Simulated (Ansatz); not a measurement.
# AsNH₃− (SMILES [NH-][AsH2]): one structure at several levels

The task here is to estimate one member of a computed series from the others.

Program: Ansatz 0.2.0, Gaussian basis. Level of theory: single points in def2-TZVPPD. These are calculated values, not measurements.

Correlated methods freeze the cores. Filled d shells of the heavier atoms are correlated. B3LYP uses VWN-RPA correlation.

### Starting geometry

SMILES `[NH-][AsH2]`, 5 atoms, charge -1, spin multiplicity 1.

Atoms are counted from 1 here; the program's logs count them from 0.

Bond lengths: N1–As2 1.750 Å, N1–H3 1.119 Å, As2–H4 1.578 Å, As2–H5 1.744 Å. Angles: As2–N1–H3 108.9°, N1–As2–H4 98.2°, N1–As2–H5 106.6°, H4–As2–H5 82.3°.

Geometry (Å):

```
atom    x (Å)    y (Å)    z (Å)
  N1   0.3089  -0.7796   0.8012
 As2   0.0837   0.0468  -0.7248
  H3   1.3590  -1.1634   0.8541
  H4  -1.4913   0.1422  -0.7003
  H5  -0.0432   1.7471  -0.3580
```

Set-up of the first run:

File run/in.yaml:

```yaml
crystal:
  periodic: [false, false, false]
  atoms:
    - {symbol: N, position_ang: [0.308900, -0.779600, 0.801200]}
    - {symbol: As, position_ang: [0.083700, 0.046800, -0.724800]}
    - {symbol: H, position_ang: [1.359000, -1.163400, 0.854100]}
    - {symbol: H, position_ang: [-1.491300, 0.142200, -0.700300]}
    - {symbol: H, position_ang: [-0.043200, 1.747100, -0.358000]}
basis:
  gaussian: {orbitals: "def2-TZVPPD.json"}
total_charge: -1
correlation: {method: ccsd_t}
output: {forces: true}
```

The basis file named in the input lies beside it (Basis Set Exchange, JSON).

No record of the launch command was kept for these runs.

Among the steps run: CCSD(T)/def2-TZVPPD; PBE0-D4/def2-TZVPPD; wB97M-V/def2-TZVPPD; r2SCAN-D4/def2-TZVPPD; PBE-D4/def2-TZVPPD; SPW92/def2-TZVPPD; B3LYP-D4/def2-TZVPPD.

One table of the session follows, with a row left open; its other results are not shown here.

| method | RMS force component (eV/Å) | angle to CCSD(T) forces (°) |
| --- | --- | --- |
| CCSD(T) | 1.317 | reference |
| PBE0-D4 | 1.289 | 6.4 |
| wB97M-V | 1.309 | 6.4 |
| r2SCAN-D4 | 1.251 | 4.5 |
| PBE-D4 | ? | ? |
| SPW92 | 1.114 | 6.8 |
| B3LYP-D4 | 1.295 | 4.6 |

**Question.** Estimate the row for PBE-D4.

As computed: RMS force component (eV/Å): 1.222; angle to CCSD(T) forces (°): 9.9. In the column «RMS force component (eV/Å)» it lies between SPW92 (1.114) and r2SCAN-D4 (1.251).

To keep in mind: The anion's highest level is positive in at least one run, so there the basis alone may hold the extra electron.
